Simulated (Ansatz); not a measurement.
**SiSbH₅ (SMILES [SiH3][SbH2]): energies and forces away from the minimum**

An exercise on one series of results from a longer session: the logs are not shown, and one member is left open.

The runs use Ansatz 0.2.0, Gaussian basis; single points with forces in def2-TZVPP.

Levels: PBE-D4, r2SCAN-D4, PBE0-D4, wB97M-V, Hartree-Fock, MP2, CCSD, CCSD(T). Each coordinate is moved by a Gaussian draw of the width named (0.7 of it for atoms other than hydrogen): 0.02, 0.02 Å.

Cores are frozen in the correlated methods. Filled d shells of the heavier atoms are correlated. Core potentials replace the inner electrons past krypton, and spin-orbit coupling is left out.

13 further runs of the same task are left out: 13 set aside as unsound or not needed.

**The starting structure**

The minimum, relaxed at PBE0-D4: 7 atoms, charge 0, spin multiplicity 1.

Atoms are counted from 1 here; the program's logs count them from 0.

Bond lengths: Si1–Sb2 2.574 Å, Si1–H3 1.487 Å, Si1–H4 1.487 Å, Si1–H5 1.485 Å, Sb2–H6 1.708 Å, Sb2–H7 1.709 Å. Angles: Sb2–Si1–H3 108.7°, Sb2–Si1–H4 108.6°, Sb2–Si1–H5 112.8°, H3–Si1–H4 108.6°, H3–Si1–H5 109.1°, H4–Si1–H5 109.1°, Si1–Sb2–H6 91.0°, Si1–Sb2–H7 90.9°, H6–Sb2–H7 91.5°.

Coordinates:

```
Si   -0.6481   -0.5393   -0.4471
Sb    1.1767    0.1378    1.2374
H    -1.8828   -0.8894    0.3039
H    -0.1877   -1.7434   -1.1883
H    -0.9614    0.5386   -1.4199
H     0.4242    1.6510    1.4885
H     2.1405    0.7767   -0.0203
```

Energies of the minimum (eV), from earlier single points: PBE-D4 -14492.32128, r2SCAN-D4 -14498.49338, PBE0-D4 -14493.54846, B3LYP-D4 -14499.99960, wB97M-V -14494.51390, CCSD(T) -14466.53200.

Set-up of the first run:

The input, ccsdt-tzvpp/in.yaml:

```yaml
crystal:
  periodic: [false, false, false]
  atoms:
    - {symbol: Si, position_ang: [-0.626295, -0.540185, -0.450647]}
    - {symbol: Sb, position_ang: [1.177643, 0.140407, 1.226329]}
    - {symbol: H, position_ang: [-1.875013, -0.896443, 0.309677]}
    - {symbol: H, position_ang: [-0.191320, -1.700874, -1.190459]}
    - {symbol: H, position_ang: [-0.948287, 0.534261, -1.400573]}
    - {symbol: H, position_ang: [0.410459, 1.673193, 1.502876]}
    - {symbol: H, position_ang: [2.123937, 0.744768, -0.016219]}
basis:
  gaussian: {orbitals: def2-TZVPP}
correlation: {method: ccsd_t}
output: {forces: true}
```

No record of the launch command was kept for these runs.

Steps of the session up to this table: Structure 1, width 0.02 Å; Structure 2, width 0.02 Å.

One table of the session follows, with a row left open; its other results are not shown here.

```
   method  RMS force component (eV/Å)  angle to CCSD(T) forces (°)  dipole (D)
   PBE-D4                       0.302                         34.8        0.17
r2SCAN-D4                       0.318                         13.1        0.10
  PBE0-D4                       0.314                         11.4        0.10
  wB97M-V                           ?                            ?           ?
  CCSD(T)                       0.349                    reference        0.08
```

**Question.** Estimate the row for wB97M-V.

The run gave: RMS force component (eV/Å): 0.355; angle to CCSD(T) forces (°): 7.1; dipole (D): 0.12. In the column «RMS force component (eV/Å)» it is the highest.
